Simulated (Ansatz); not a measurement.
# C2H4GeO: harmonic frequencies at the relaxed geometry from a Python script

The task is harmonic frequencies at the relaxed geometry, for C2H4GeO. SMILES: C#C[O][GeH3].

Program: Ansatz 0.2.0, driven from Python. Level of theory: PBE0/def2-SVP. These are calculated values, not measurements.

## 1. The structure

Bond lengths: C1–C2 1.200 Å, C2–O3 1.377 Å, O3–Ge4 1.708 Å, C1–H5 1.069 Å, Ge4–H6 1.598 Å, Ge4–H7 1.540 Å, Ge4–H8 1.559 Å. Angles: C1–C2–O3 177.9°, C2–C1–H5 173.3°, C2–O3–Ge4 120.8°, O3–Ge4–H6 110.8°, O3–Ge4–H7 112.3°, O3–Ge4–H8 110.1°, H6–Ge4–H7 108.2°, H6–Ge4–H8 106.9°, H7–Ge4–H8 108.3°.

No structure file is read: the coordinates are typed or built in the script.

## 2. The script

c2h4geo.py reads:

```python
import ansatz
from ase import Atoms
from ase.thermochemistry import IdealGasThermo
import numpy as np


def main() -> None:
    geometry_ang = [
        ("C", (1.9528, 1.3399, 0.2261)),
        ("C", (1.2306, 0.3923, 0.3714)),
        ("O", (0.4432, -0.7247, 0.5377)),
        ("Ge", (-1.1124, -0.8088, -0.162)),
        ("H", (2.4944, 2.2465, 0.0578)),
        ("H", (-2.061, 0.3366, 0.4219)),
        ("H", (-1.0724, -0.6668, -1.6947)),
        ("H", (-1.783, -2.1721, 0.1861)),
    ]
    molecule = ansatz.Crystal.molecule()
    for symbol, xyz in geometry_ang:
        molecule = molecule.atom(symbol, xyz)

    calculation = (
        molecule.calculation()
        .basis(gaussian="def2-SVP")
        .functional("pbe0")
    )
    symbols = [site.symbol for site in molecule.cartesian_sites]
    start = np.array([site.position_ang for site in molecule.cartesian_sites], dtype=float)
    def progress(event):
        if event["event"] == "relax_step":
            row = event["data"]
            print(f"step {row['step']:3d}  E = {row['lagrangian_ev']:.6f} eV  largest force component {row['allowed_force_max_ev_ang']:.4f} eV/A")


    data = calculation.relax(force_tolerance=0.003).session().plan().execute(on_event=progress).report
    end = np.array(data["positions_ang"])

    print("final positions (A) and the move of each atom")
    for symbol, xyz, old in zip(symbols, end, start):
        print(f"{symbol:2s} {xyz[0]:10.5f} {xyz[1]:10.5f} {xyz[2]:10.5f}   {np.linalg.norm(xyz - old):7.4f}")

    minimum = ansatz.Crystal.molecule()
    for symbol, place in zip(symbols, end):
        minimum = minimum.atom(symbol, place.tolist())
    vibrating = (
        minimum.calculation()
        .basis(gaussian="def2-SVP")
        .functional("pbe0")
        .phonons(temperatures=(298.15, 498.15, 100))
    )
    vib = vibrating.run(threads=1).report["vibrations"]
    sums = vib["harmonic_sums"]
    modes = [m["omega_inv_cm"] for m in sums["modes_at_gamma"] if m["rigid_motion"] == "no"]
    print("frequencies (1/cm):", " ".join(f"{w:.0f}" for w in modes))
    print("imaginary modes:", sum(w < 0 for w in modes), " zero-point energy:", round(sums["zero_point_energy_ev"], 4), "eV")
    gas = IdealGasThermo(vib_energies=[w / 8065.544 for w in modes if w > 0], geometry="linear" if len(modes) == 3 * len(symbols) - 5 else "nonlinear",
                         atoms=Atoms(symbols, positions=end), symmetrynumber=1, spin=0.0)
    print(f"H(298 K) - E = {gas.get_enthalpy(298.15, verbose=False):.4f} eV")
    print(f"S(298 K, 1 bar) = {96485.33 * gas.get_entropy(298.15, 1e5, verbose=False):.1f} J/(mol K) with symmetry number 1")


if __name__ == "__main__":
    main()
```

## 3. What the engine is handed

The engine receives this input (first run):

```yaml
crystal:
  periodic: [false, false, false]
  atoms:
    - { symbol: C, position_ang: [1.9528, 1.3399, 0.2261] }
    - { symbol: C, position_ang: [1.2306, 0.3923, 0.3714] }
    - { symbol: O, position_ang: [0.4432, -0.7247, 0.5377] }
    - { symbol: Ge, position_ang: [-1.1124, -0.8088, -0.162] }
    - { symbol: H, position_ang: [2.4944, 2.2465, 0.0578] }
    - { symbol: H, position_ang: [-2.061, 0.3366, 0.4219] }
    - { symbol: H, position_ang: [-1.0724, -0.6668, -1.6947] }
    - { symbol: H, position_ang: [-1.783, -2.1721, 0.1861] }
basis:
  gaussian:
    orbitals: def2-SVP
hamiltonian:
  xc: pbe0
relax:
  f_tol: 0.003
```

## 4. Running it

Started as:

```console
> python c2h4geo.py
```

Standard output:

```text
step   1  E = -60679.407364 eV  largest force component 4.7211 eV/A
step   2  E = -60679.757553 eV  largest force component 2.4603 eV/A
step   3  E = -60679.844936 eV  largest force component 0.4477 eV/A
step   4  E = -60679.851233 eV  largest force component 0.1537 eV/A
step   5  E = -60679.852373 eV  largest force component 0.1392 eV/A
step   6  E = -60679.855580 eV  largest force component 0.0963 eV/A
step   7  E = -60679.855767 eV  largest force component 0.0276 eV/A
step   8  E = -60679.855774 eV  largest force component 0.0124 eV/A
step   9  E = -60679.855775 eV  largest force component 0.0016 eV/A
final positions (A) and the move of each atom
C     1.88541    1.33910    0.21148    0.0690
C     1.19187    0.35570    0.36057    0.0544
O     0.46745   -0.69754    0.52839    0.0376
Ge   -1.20985   -0.78900   -0.19471    0.1047
H     2.51169    2.20048    0.08975    0.0586
H    -2.02270    0.35719    0.42027    0.0435
H    -1.04818   -0.64712   -1.71339    0.0364
H    -1.68349   -2.17591    0.24194    0.1142
frequencies (1/cm): 91 123 461 487 583 586 624 637 679 851 863 876 1186 2186 2198 2222 2295 3509
imaginary modes: 0  zero-point energy: 1.2684 eV
H(298 K) - E = 1.4495 eV
S(298 K, 1 bar) = 319.7 J/(mol K) with symmetry number 1
```

Wall time 3.1 min (1 thread of Intel Xeon Platinum 8259CL at 2.50GHz (Skylake/Cascade Lake), shared host); peak memory 0.33 GiB.

## 5. What changed from run to run

The engine's inputs for the other runs:

Run 2, against run 1:

```diff
@@ -4,8 +4,8 @@
-    - { symbol: C, position_ang: [1.9528, 1.3399, 0.2261] }
-    - { symbol: C, position_ang: [1.2306, 0.3923, 0.3714] }
-    - { symbol: O, position_ang: [0.4432, -0.7247, 0.5377] }
-    - { symbol: Ge, position_ang: [-1.1124, -0.8088, -0.162] }
-    - { symbol: H, position_ang: [2.4944, 2.2465, 0.0578] }
-    - { symbol: H, position_ang: [-2.061, 0.3366, 0.4219] }
-    - { symbol: H, position_ang: [-1.0724, -0.6668, -1.6947] }
-    - { symbol: H, position_ang: [-1.783, -2.1721, 0.1861] }
+    - { symbol: C, position_ang: [1.885410097959383, 1.3390969034515599, 0.21148068329841363] }
+    - { symbol: C, position_ang: [1.1918684180620724, 0.35570293907665834, 0.36057237978482] }
+    - { symbol: O, position_ang: [0.4674543903411413, -0.6975404067110408, 0.5283883813518602] }
+    - { symbol: Ge, position_ang: [-1.2098460059046923, -0.7889976274276185, -0.19471326576509196] }
+    - { symbol: H, position_ang: [2.511685799604956, 2.2004764910460017, 0.08974967109320962] }
+    - { symbol: H, position_ang: [-2.0226958668128785, 0.3571897201414056, 0.4202733997822601] }
+    - { symbol: H, position_ang: [-1.0481825404508223, -0.6471166355652104, -1.7133920368759206] }
+    - { symbol: H, position_ang: [-1.6834942927991599, -2.1759113840117554, 0.24194078733044871] }
@@ -17,2 +17,5 @@
-relax:
-  f_tol: 0.003
+phonons:
+  temperatures:
+    t_min: 298.15
+    t_max: 498.15
+    t_step: 100.0
```

Lines on the test bed's own set-up are left out of the output.

## 6. Run by run

From the records of these 2 runs:

```
run  kind of run  energy from run 1 (eV)  SCF cycles in all  CPU time (s)
  1   relaxation                  0.0000                 80            42
  2      phonons                  0.0000                284           140
```

## 7. The relaxation of run 1, step by step

The steps of the relaxation:

| step | E - E(step 1) (eV) | largest force component (eV/Å) |
| --- | --- | --- |
| 1 | 0.0000 | 4.7211 |
| 2 | -0.3502 | 2.4603 |
| 3 | -0.4376 | 0.4477 |
| 4 | -0.4439 | 0.1537 |
| 5 | -0.4450 | 0.1392 |
| 6 | -0.4482 | 0.0963 |
| 7 | -0.4484 | 0.0276 |
| 8 | -0.4484 | 0.0124 |
| 9 | -0.4484 | 0.0016 |

Step 1 is the start.

Before: Bond lengths: C1–C2 1.200 Å, C2–O3 1.377 Å, O3–Ge4 1.708 Å, C1–H5 1.069 Å, Ge4–H6 1.598 Å, Ge4–H7 1.540 Å, Ge4–H8 1.559 Å. Angles: C1–C2–O3 177.9°, C2–C1–H5 173.3°, C2–O3–Ge4 120.8°, O3–Ge4–H6 110.8°, O3–Ge4–H7 112.3°, O3–Ge4–H8 110.1°, H6–Ge4–H7 108.2°, H6–Ge4–H8 106.9°, H7–Ge4–H8 108.3°.

After: Bond lengths: C1–C2 1.213 Å, C2–O3 1.289 Å, O3–Ge4 1.829 Å, C1–H5 1.072 Å, Ge4–H6 1.534 Å, Ge4–H7 1.534 Å, Ge4–H8 1.529 Å. Angles: C1–C2–O3 179.2°, C2–C1–H5 179.0°, C2–O3–Ge4 120.3°, O3–Ge4–H6 106.9°, O3–Ge4–H7 106.9°, O3–Ge4–H8 102.5°, H6–Ge4–H7 112.6°, H6–Ge4–H8 113.5°, H7–Ge4–H8 113.5°.

## 8. Vibrations

Frequencies (cm⁻¹; negative: imaginary): 91, 123, 461, 487, 583, 586, 624, 637, 679, 851, 863, 876, 1186, 2186, 2198, 2222, 2295, 3509.

## 9. Results

| quantity | value |
| --- | --- |
| runs compared | 2 |
| moves of the relaxation of run 1 | 8 |
| energy gained in run 1 | 0.448 eV |
| last largest force component of run 1 | 0.0016 eV/Å |
| highest frequency | 3509 cm⁻¹ |
| imaginary modes | 0 |
| zero-point energy | 1.268 eV |

What this shows: Run 1: After 8 moves the largest shift is 0.114 Å, of atom 8 (H). All frequencies are real, so the geometry is a minimum. The values are harmonic; measured fundamentals also hold anharmonic shifts, mostly downward for stretches. Caveats:
- The frequencies are harmonic and unscaled, in a modest basis. The result belongs to the one conformer reached from this start, and soft torsions count as harmonic oscillators.
- The entropy takes a symmetry number of 1; a symmetric molecule's is lower by R ln(sigma).
